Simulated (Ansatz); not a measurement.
# C4H2F8: up Jacob's ladder to CCSD(T)

How much do the methods differ for C4H2F8? The plan is to run it at one geometry with functionals of several rungs and with coupled cluster, and see how far each lands from CCSD(T) at the basis-set limit for the atomisation energy.

Program: Ansatz 0.2.0, Gaussian basis. Level of theory: functionals in def2-TZVPP, the program's frozen cores in correlated methods. These are calculated values, not measurements.

Plan: LDA (SPW92), PBE-D4, revPBE-D4, BLYP-D4, r2SCAN-D4, B97M-V, PBE0-D4, B3LYP-D4, r2SCANh-D4, r2SCAN0-D4, HSE06-D4, BHLYP-D4, CAM-B3LYP-D4, LC-ωPBE, ωB97X-V, ωB97M-V, B2PLYP, PBE-QIDH; CCSD(T)/def2-SVP; CCSD(T)/def2-TZVPP; MP2/def2-QZVPP; extrapolation to the limit; RPA on PBE.

### Step 1. The geometry

All runs share one geometry, relaxed beforehand with PBE0-D4 in a triple-zeta def2 set.

SMILES `FCC(F)(F)C(F)(F)C(F)(F)F`, 14 atoms, charge 0, spin multiplicity 1.

Atoms are counted from 1 here; the program's logs count them from 0.

Bond lengths: F1–C2 1.365 Å, C2–C3 1.520 Å, C2–H13 1.092 Å, C2–H14 1.092 Å, C3–F4 1.346 Å, C3–F5 1.346 Å, C3–C6 1.547 Å, C6–F7 1.345 Å, C6–F8 1.344 Å, C6–C9 1.551 Å, C9–F10 1.328 Å, C9–F11 1.324 Å, C9–F12 1.324 Å. Angles: F1–C2–C3 108.5°, F1–C2–H13 109.4°, F1–C2–H14 109.4°, C3–C2–H13 109.5°, C3–C2–H14 109.5°, H13–C2–H14 110.3°, C2–C3–F4 110.0°, C2–C3–F5 110.0°, C2–C3–C6 111.3°, F4–C3–F5 107.9°, F4–C3–C6 108.7°, F5–C3–C6 108.8°, C3–C6–F7 108.3°, C3–C6–F8 108.3°, C3–C6–C9 116.5°, F7–C6–F8 108.5°, F7–C6–C9 107.5°, F8–C6–C9 107.5° and more.

### Step 2. LDA

This LDA is Slater exchange with PW92 correlation.

File in.yaml:

```yaml
crystal:
  periodic: [false, false, false]
  atoms:
    - {symbol: F, position_ang: [-1.597944, 0.946067, 2.414751]}
    - {symbol: C, position_ang: [-0.407297, 0.757865, 1.774452]}
    - {symbol: C, position_ang: [-0.683088, 0.129736, 0.418068]}
    - {symbol: F, position_ang: [-1.326097, -1.041971, 0.575731]}
    - {symbol: F, position_ang: [-1.471012, 0.940033, -0.313129]}
    - {symbol: C, position_ang: [0.628594, -0.124657, -0.361781]}
    - {symbol: F, position_ang: [1.270901, 1.048194, -0.502378]}
    - {symbol: F, position_ang: [1.400231, -0.948538, 0.368172]}
    - {symbol: C, position_ang: [0.484984, -0.749305, -1.774678]}
    - {symbol: F, position_ang: [1.698744, -0.909774, -2.289927]}
    - {symbol: F, position_ang: [-0.107805, -1.931777, -1.710127]}
    - {symbol: F, position_ang: [-0.212410, 0.044409, -2.572991]}
    - {symbol: H, position_ang: [0.087736, 1.721276, 1.636923]}
    - {symbol: H, position_ang: [0.221664, 0.089142, 2.365712]}
basis:
  gaussian: {orbitals: def2-TZVPP}
hamiltonian: {xc: lda}
output: {orbitals: {seedname: orbitals}}
```

On the command line:

```
$ ansatz run in.yaml --threads 4 --pin off --events-out ev --progress --plain --max-ram 46080MiB --backend cuda --devices 0, --max-vram 37GiB
```

After this run come: PBE-D4 (GGA); revPBE-D4 (GGA); BLYP-D4 (GGA); r2SCAN-D4 (meta-GGA); B97M-V (meta-GGA); PBE0-D4 (hybrid); B3LYP-D4 (hybrid); r2SCANh-D4 (hybrid); r2SCAN0-D4 (hybrid); HSE06-D4 (hybrid); BHLYP-D4 (hybrid); CAM-B3LYP-D4 (range-separated); LC-ωPBE (range-separated); ωB97X-V (range-separated); ωB97M-V (range-separated); B2PLYP (double hybrid); PBE-QIDH (double hybrid); CCSD(T) in def2-SVP; CCSD(T) in def2-TZVPP; MP2 in def2-QZVPP; RPA on PBE orbitals.

**Question.** What will the summary of the whole plan be? Wanted: atomisation energy, CCSD(T)/CBS; farthest beyond LDA; mean size of error, GGA; mean size of error, meta-GGA; mean size of error, hybrid; mean size of error, range-separated; mean size of error, double hybrid; gap, smallest and largest; T1 diagnostic.

**Answer**, as computed:

| quantity | value |
| --- | --- |
| atomisation energy, CCSD(T)/CBS | 60.124 eV |
| functionals within 0.301 eV (0.5 %) | B97M-V, r2SCANh-D4, PBE-QIDH |
| farthest beyond LDA | BHLYP-D4 (-3.799 eV) |
| mean size of error, GGA | 1.361 eV |
| mean size of error, meta-GGA | 0.405 eV |
| mean size of error, hybrid | 1.198 eV |
| mean size of error, range-separated | 0.575 eV |
| mean size of error, double hybrid | 0.500 eV |
| gap, smallest and largest | 7.46 eV (LDA (SPW92)), 15.75 eV (LC-ωPBE) |
| T1 diagnostic | 0.0121 |
| triples share of the correlation energy | 3.2 % |

In words: LDA overbinds by 13.929 eV (23 %). PBE-D4 misses by +3.205 eV. Double hybrids carry the basis error of their MP2 part in triple zeta, and no dispersion term here, so their miss is partly the set-up's. By mean error the best rung here is meta-GGA (0.405 eV) and the worst beyond LDA is GGA (1.361 eV). hybrid functionals lie within the reference's doubt of that worst mean (1.198 eV), so those two tie. The gap between the best rungs is small, so their order is not settled. The reference freezes the cores and leaves out relativity and excitations past (T), so misses under about 0.301 eV can't be ranked. Hartree-Fock recovers 68 % of the binding; the rest is correlation. CCSD(T) in def2-SVP is off by -2.670 eV, which most functionals beat. Orbital gaps span 7.5 to 15.8 eV; exact exchange widens them.
